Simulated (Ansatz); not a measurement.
# C3H7BO (SMILES CB1OC1C): levels of theory compared

Wanted: a comparison of 4 runs (B3LYP/cc-pVDZ, BHLYP/cc-pVDZ, PBE0/cc-pVDZ, r2SCAN/cc-pVDZ) of C3H7BO. 

The calculation is run with Ansatz 0.2.0.

34 further runs of the same task are left out: 34 set aside as unsound or not needed. Runs told in other sessions of the task aren't counted.

### Step 1. The molecule

C3H7BO: 12 atoms, total charge 0, spin state singlet. As SMILES, `CB1OC1C`. The C1–B2 distance was set to 2.316 Å, away from the relaxed value. At this shape a bond of the SMILES string is far longer than usual.

Bond lengths: B2–O3 1.335 Å, B2–C4 1.517 Å, O3–C4 1.507 Å, C4–C5 1.497 Å, C1–H6 1.092 Å, C1–H7 1.094 Å, C1–H8 1.094 Å, C4–H9 1.089 Å, C5–H10 1.092 Å, C5–H11 1.094 Å, C5–H12 1.094 Å. Some angles: B2–O3–C4 64.2°, O3–B2–C4 63.4°, B2–C4–O3 52.4°, B2–C4–C5 125.1°, O3–C4–C5 114.6°, B2–C4–H9 119.9°, O3–C4–H9 110.3°, C5–C4–H9 114.4°, C4–C5–H10 111.8°, C4–C5–H11 111.6°. A long bond or contact: C1–B2 2.316 Å.

### Step 2. The energy at B3LYP/cc-pVDZ (run 1)

The input, input.yaml:

```yaml
crystal:
  periodic: [false, false, false]
  atoms:
    - {symbol: C, position_ang: [-2.864864, 0.204249, -0.174153]}
    - {symbol: B, position_ang: [-0.616500, 0.286000, 0.375000]}
    - {symbol: O, position_ang: [0.162400, 0.085400, 1.440000]}
    - {symbol: C, position_ang: [0.876400, 0.454200, 0.165400]}
    - {symbol: C, position_ang: [1.795500, -0.603000, -0.363000]}
    - {symbol: H, position_ang: [-3.496564, -0.056151, 0.677047]}
    - {symbol: H, position_ang: [-3.030264, -0.527651, -0.970653]}
    - {symbol: H, position_ang: [-3.192464, 1.167949, -0.575153]}
    - {symbol: H, position_ang: [1.330900, 1.439700, 0.259300]}
    - {symbol: H, position_ang: [1.297300, -1.571500, -0.440800]}
    - {symbol: H, position_ang: [2.679000, -0.722300, 0.271600]}
    - {symbol: H, position_ang: [2.137900, -0.321100, -1.362700]}
basis:
  gaussian: {orbitals: cc-pVDZ}
hamiltonian: {xc: {name: B3LYP}}
accuracy: high
output: {orbitals: {seedname: orbitals}}
```

On the command line:

```bash
$ ansatz run input.yaml --threads 1 --pin off --max-ram 2610MiB --events-out events.jsonl --progress --plain --runs-dir runs
```

Standard output:

```text
Warning: RAYON_NUM_THREADS=1 ignored (pool sized by the plan → 1); use --threads N
Functional definition: B3LYP
  name "B3LYP"
  parameter a0 = 0.2
  parameter ax = 0.72
  parameter ac = 0.81
  exchange = (1 - a0 - ax)*slater_x + ax*b88_x + a0*exact_x
  correlation = (1 - ac)*vwn_rpa_c + ac*lyp_c
2537 factors; integrals over basis functions are off by at most 6.0e-9 eV
mean field evaluation 1: about -5936.6399 eV, gradient 6.4e1 eV
mean field evaluation 2: about -5925.3189 eV, gradient 9.3e1 eV
mean field evaluation 4: about -5946.2454 eV, gradient 6.1e0 eV
mean field evaluation 8: about -5946.5515 eV, gradient 9.5e-1 eV
mean field evaluation 16: about -5946.5542 eV, gradient 1.6e-4 eV
mean field -5946.55417072 eV, -218.5318350549 hartree, gradient 2.8e-8 eV, S^2 0.000000; 0 other end points of the search recorded, 0 dependent functions left out
reference -5946.55421764 eV, -218.5318367791 hartree; 19, 19 occupied and 86, 86 virtual orbitals, 2537 factors
Total energy: -5946.55421764 eV, -218.5318367791 hartree
```

It took 9.3 s on 1 thread of Arm Neoverse V2, shared host; peak memory 0.38 GiB.

### Step 3. A single-point energy at BHLYP/cc-pVDZ (run 2)

The input, run.yaml:

```yaml
crystal:
  periodic: [false, false, false]
  atoms:
    - {symbol: C, position_ang: [-2.864864, 0.204249, -0.174153]}
    - {symbol: B, position_ang: [-0.616500, 0.286000, 0.375000]}
    - {symbol: O, position_ang: [0.162400, 0.085400, 1.440000]}
    - {symbol: C, position_ang: [0.876400, 0.454200, 0.165400]}
    - {symbol: C, position_ang: [1.795500, -0.603000, -0.363000]}
    - {symbol: H, position_ang: [-3.496564, -0.056151, 0.677047]}
    - {symbol: H, position_ang: [-3.030264, -0.527651, -0.970653]}
    - {symbol: H, position_ang: [-3.192464, 1.167949, -0.575153]}
    - {symbol: H, position_ang: [1.330900, 1.439700, 0.259300]}
    - {symbol: H, position_ang: [1.297300, -1.571500, -0.440800]}
    - {symbol: H, position_ang: [2.679000, -0.722300, 0.271600]}
    - {symbol: H, position_ang: [2.137900, -0.321100, -1.362700]}
basis:
  gaussian: {orbitals: cc-pVDZ}
hamiltonian: {xc: {name: BHLYP}}
accuracy: high
output: {orbitals: {seedname: orbitals}}
```

On the command line:

```bash
$ ansatz run run.yaml --threads 1 --pin off --max-ram 2610MiB --events-out events.jsonl --progress --plain --runs-dir runs
```

Standard output:

```text
Warning: RAYON_NUM_THREADS=1 ignored (pool sized by the plan → 1); use --threads N
Functional definition: BHLYP
  name "BHLYP"
  parameter a = 0.5
  exchange = (1 - a)*b88_x + a*exact_x
  correlation = lyp_c
2537 factors; integrals over basis functions are off by at most 6.0e-9 eV
mean field evaluation 1: about -5936.5404 eV, gradient 4.9e1 eV
mean field evaluation 2: about -5936.1992 eV, gradient 5.3e1 eV
mean field evaluation 4: about -5942.0873 eV, gradient 2.6e0 eV
mean field evaluation 8: about -5942.6855 eV, gradient 4.1e-1 eV
mean field evaluation 16: about -5942.6861 eV, gradient 1.5e-4 eV
mean field -5942.68607957 eV, -218.3896853270 hartree, gradient 6.8e-8 eV, S^2 0.000000; 0 other end points of the search recorded, 0 dependent functions left out
reference -5942.68611075 eV, -218.3896864726 hartree; 19, 19 occupied and 86, 86 virtual orbitals, 2537 factors
Total energy: -5942.68611075 eV, -218.3896864726 hartree
```

Wall time 10 s (1 thread of Arm Neoverse V2, shared host); peak memory 0.38 GiB.

Run 3 isn't shown in full; the table further down has it.

### Step 4. A single-point energy at r2SCAN/cc-pVDZ (run 4)

input.yaml: that of step 2 with these lines changed.

```diff
@@ -17,3 +17,3 @@
   gaussian: {orbitals: cc-pVDZ}
-hamiltonian: {xc: {name: B3LYP}}
+hamiltonian: {xc: {name: r2SCAN}}
 accuracy: high
```

On the command line:

```bash
$ ansatz run input.yaml --threads 1 --pin off --max-ram 2610MiB --events-out events.jsonl --progress --plain --runs-dir runs
```

Standard output:

```text
Warning: RAYON_NUM_THREADS=1 ignored (pool sized by the plan → 1); use --threads N
Functional definition: r2SCAN
  name "r2SCAN"
  parameter k0 = 0.174
  parameter k1 = 0.065
  parameter a1 = 4.9479
  exchange = r2scan_x(k0 = k0, k1 = k1, a1 = a1)
  correlation = r2scan_c
2537 factors; integrals over basis functions are off by at most 6.0e-9 eV
mean field evaluation 1: about -5932.2472 eV, gradient 6.6e1 eV
mean field evaluation 2: about -5916.4473 eV, gradient 1.0e2 eV
mean field evaluation 4: about -5942.7576 eV, gradient 8.6e0 eV
mean field evaluation 8: about -5942.9105 eV, gradient 3.4e-1 eV
mean field evaluation 16: about -5942.9108 eV, gradient 3.1e-5 eV
mean field -5942.91077810 eV, -218.3979428455 hartree, gradient 2.1e-8 eV, S^2 0.000000; 0 other end points of the search recorded, 0 dependent functions left out
reference -5942.91077896 eV, -218.3979428773 hartree; 19, 19 occupied and 86, 86 virtual orbitals, 2537 factors
Total energy: -5942.91077896 eV, -218.3979428773 hartree
```

Wall time 15 s (1 thread of Arm Neoverse V2, shared host); peak memory 0.37 GiB.

### Step 5. The series

```csv
run,level,energy (Eh),HOMO energy (eV),LUMO energy (eV),HOMO–LUMO gap (eV),wall time
1,B3LYP/cc-pVDZ,-218.531837,-7.04,-0.59,6.44,9.3 s
2,BHLYP/cc-pVDZ,-218.389686,-8.28,0.71,9.00,10 s
3,PBE0/cc-pVDZ,-218.262843,-7.28,-0.34,6.93,9.3 s
4,r2SCAN/cc-pVDZ,-218.397943,-6.33,-1.13,5.20,15 s
```

### Step 6. Summary of results

| quantity | value |
| --- | --- |
| run 4: total energy | -218.39794 Eh |
| run 4: HOMO energy | -6.33 eV |
| run 4: LUMO energy | -1.13 eV |
| run 4: HOMO–LUMO gap | 5.20 eV |

What this shows: The HOMO–LUMO gap runs from 5.20 eV (r2SCAN/cc-pVDZ) to 9.00 eV (BHLYP/cc-pVDZ). Totals of different functionals can't be ranked against each other. In all runs a closed-shell determinant meets a far-stretched bond; if it breaks into open shells, such a determinant describes it badly, and no broken-symmetry solution was shown. All runs together took 44 s, the longest 15 s.
